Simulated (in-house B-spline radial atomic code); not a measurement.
# Pt¹⁹⁺: excited configurations

Aim: the energies of several excited configurations of Pt¹⁹⁺ above a reference configuration, each from its own self-consistent run.

Method: Dirac-Hartree-Fock, average of configuration, Fermi nucleus, basis-set limit. Code: in-house B-spline radial atomic code version 1.

### Step 1. Starting point

| Property | Result |
| --- | --- |
| element | platinum (Z = 78) |
| charge | +19 |
| electrons | 59 |
| configuration | [Kr] 4d10 4f12 5s1 |
| Hamiltonian | Dirac-Coulomb |
| nucleus | Fermi, rms radius 5.427 fm |

The outer shells:

[Kr] 4d10 4f12 5s1
```
[Kr] core
4d [↑↓][↑↓][↑↓][↑↓][↑↓]
4f [↑↓][↑↓][↑↓][↑↓][↑↓][↑ ][↑ ]
5s [↑ ]
```

The boxes draw the filling by Hund's rule, which heavy ions in jj coupling don't follow; these runs average over all states of the configuration.

Settings, as recorded:

```ini
Z = 78
electrons = 59.0
configuration = [Kr] 4d10 4f12 5s1
hamiltonian = dirac
method = hf
spin_polarised = False
nucleus = fermi
rms_radius = 5.427
mass_number = 195
atomic_mass = 194.964794325
speed_of_light = 137.035999084
```

This reference run was done before. Its total energy is -18298.017764 hartree, and its levels are (the highest eight at most):

```
orbital  occupation  energy (eV)  <r> (bohr)
  4s1/2           2     -1205.80      0.4117
  4p1/2           2     -1088.56      0.4142
  4p3/2           4      -993.03      0.4441
  4d3/2           4      -801.01      0.4492
  4d5/2           6      -782.71      0.4591
  4f5/2     5.14286      -537.92      0.4656
  4f7/2     6.85714      -533.97      0.4706
  5s1/2           1      -501.15      0.8398
```

### Step 2. Run with [Kr] 4d10 4f11 5s1 5d1

Settings, as recorded:

```ini
Z = 78
electrons = 59.0
configuration = [Kr] 4d10 4f11 5s1 5d1
hamiltonian = dirac
method = hf
spin_polarised = False
nucleus = fermi
rms_radius = 5.427
mass_number = 195
atomic_mass = 194.964794325
speed_of_light = 137.035999084
```

### Step 3. [Kr] 4d9 4f12 5s1 9g1

Settings: those of step 2 with these lines changed.

```diff
@@ -2,3 +2,3 @@
 electrons = 59.0
-configuration = [Kr] 4d10 4f11 5s1 5d1
+configuration = [Kr] 4d9 4f12 5s1 9g1
 hamiltonian = dirac
```

### Step 4. Run with [Kr] 4d10 4f11 5s1 5g1

Settings: those of step 3 with these lines changed.

```diff
@@ -2,3 +2,3 @@
 electrons = 59.0
-configuration = [Kr] 4d9 4f12 5s1 9g1
+configuration = [Kr] 4d10 4f11 5s1 5g1
 hamiltonian = dirac
```

### Step 5. [Kr] 4d10 4f11 5s1 8g1

Settings: those of step 4 with these lines changed.

```diff
@@ -2,3 +2,3 @@
 electrons = 59.0
-configuration = [Kr] 4d10 4f11 5s1 5g1
+configuration = [Kr] 4d10 4f11 5s1 8g1
 hamiltonian = dirac
```

### Step 6. Run with [Kr] 4d9 4f13 5s1

Settings: those of step 5 with these lines changed.

```diff
@@ -2,3 +2,3 @@
 electrons = 59.0
-configuration = [Kr] 4d10 4f11 5s1 8g1
+configuration = [Kr] 4d9 4f13 5s1
 hamiltonian = dirac
```

Before running: How far above the reference does each configuration lie (order and size, in eV)?

As calculated:

| net move | configuration | energy above the reference (eV) | with Breit, QED, recoil (eV) | largest <r> (bohr) |
| --- | --- | --- | --- | --- |
| 4f → 5d | [Kr] 4d10 4f11 5s1 5d1 | 163.03 | 163.24 | 1.00 |
| 4d → 4f | [Kr] 4d9 4f13 5s1 | 255.08 | 254.49 | 0.840 |
| 4f → 5g | [Kr] 4d10 4f11 5s1 5g1 | 307.05 | 307.11 | 1.28 |
| 4f → 8g | [Kr] 4d10 4f11 5s1 8g1 | 443.73 | 443.80 | 4.11 |
| 4d → 9g | [Kr] 4d9 4f12 5s1 9g1 | 716.65 | 716.11 | 5.36 |

Quantum defects of the promoted electron, δ = n − ζ/√(−2ε) with ζ = 20 and ε its orbital energy in hartree:

| promotion | δ |
| --- | --- |
| 4f → 8g | 0.132 |
| 4d → 9g | 0.140 |

**Reading.** At the bottom stands 4f → 5d (163.03 eV), at the top 4d → 9g (716.65 eV). Koopmans' estimate of the ionisation threshold is 501.15 eV; 1 configuration exceeds it by over 2 % and could autoionise. These are averages over configurations, without correlation, not spectroscopic levels.
